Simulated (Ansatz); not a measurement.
# C3H8Sn: the cost of one run

Program: Ansatz 0.2.0. Level of theory: RKS PBE-D4/def2-TZVP. These are calculated values, not measurements.

## Step 1: Where the work starts

12 atoms, charge 0, spin multiplicity 1.

Atoms are counted from 1 here; the program's logs count them from 0.

Bond lengths: C1–C2 1.531 Å, C1–H5 1.110 Å, C1–H6 1.113 Å, C1–H7 1.111 Å, C2–Sn3 2.246 Å, C2–H8 1.111 Å, C2–H9 1.117 Å, Sn3–C4 2.228 Å, C4–H10 1.112 Å, C4–H11 1.111 Å, C4–H12 1.107 Å. Angles: C2–C1–H5 112.1°, C2–C1–H6 112.3°, C2–C1–H7 112.0°, H5–C1–H6 106.9°, H5–C1–H7 106.9°, H6–C1–H7 106.4°, C1–C2–Sn3 117.0°, C1–C2–H8 111.4°, C1–C2–H9 110.5°, Sn3–C2–H8 108.1°, Sn3–C2–H9 103.1°, H8–C2–H9 105.9°, C2–Sn3–C4 93.6°, Sn3–C4–H10 109.0°, Sn3–C4–H11 110.4°, Sn3–C4–H12 112.5°, H10–C4–H11 107.1°, H10–C4–H12 108.4° and more.

Geometry (Å):

| atom | x (Å) | y (Å) | z (Å) |
| --- | --- | --- | --- |
| C1 | -0.7376 | 1.2617 | 0.3284 |
| C2 | -0.5258 | 0.0691 | 1.2648 |
| Sn3 | 1.3342 | -1.1518 | 0.9565 |
| C4 | 1.1105 | -1.1874 | -1.2604 |
| H5 | -0.7498 | 0.9568 | -0.7384 |
| H6 | -1.6986 | 1.7870 | 0.5254 |
| H7 | 0.0642 | 2.0238 | 0.4368 |
| H8 | -0.5623 | 0.3791 | 2.3307 |
| H9 | -1.3449 | -0.6791 | 1.1356 |
| H10 | 1.3082 | -0.1686 | -1.6606 |
| H11 | 0.0679 | -1.4507 | -1.5399 |
| H12 | 1.8110 | -1.8949 | -1.7448 |

This geometry comes from a loose relaxation at PBE in a small basis, which is not shown.

## Step 3: Plan of the scan

First coordinate, angle C2–Sn3–C4 (carried through 180): 9 values from 77.9 to 282.1 °. Second coordinate, change of the bonds Sn3–C2, Sn3–C4, all alike: 9 values from −0.244 to 0.378 Å.

Nothing else is relaxed (all other coordinates rigid). Energies count from the relaxed molecule at the same level. Points are written as (first, second).

(The set-up runs are not shown.)

## Step 4: The run at (103.4°, −0.011 Å)

The input, input.yaml:

```yaml
crystal:
  periodic: [false, false, false]
  atoms:
    - { symbol: C, position_ang: [-0.850407, 1.142042, 0.456935] }
    - { symbol: C, position_ang: [-0.53734, 0.021256, 1.444941] }
    - { symbol: Sn, position_ang: [0.977285, -1.508471, 0.907177] }
    - { symbol: C, position_ang: [1.27809, -1.192109, -1.250843] }
    - { symbol: H, position_ang: [-1.194417, 0.749619, -0.511431] }
    - { symbol: H, position_ang: [-1.637093, 1.819357, 0.830719] }
    - { symbol: H, position_ang: [0.034725, 1.763302, 0.250453] }
    - { symbol: H, position_ang: [-0.229928, 0.42163, 2.426411] }
    - { symbol: H, position_ang: [-1.442121, -0.579614, 1.661184] }
    - { symbol: H, position_ang: [1.586306, -0.15228, -1.44299] }
    - { symbol: H, position_ang: [0.323526, -1.348389, -1.779644] }
    - { symbol: H, position_ang: [2.030262, -1.875463, -1.664358] }
basis:
  gaussian: { orbitals: def2-TZVP }
hamiltonian:
  xc: pbe
  dispersion: d4
output:
  forces: true
```

Run with:

```bash
$ ansatz run input.yaml --threads 1 --pin off --max-ram 2560MiB --backend cpu --events-out ev --progress --plain --runs-dir out
```

**Question.** How long does this run take on 1 thread of Arm Neoverse V1, shared host, and how much memory does it need?

About 7.6 s, with a peak of 0.21 GiB.
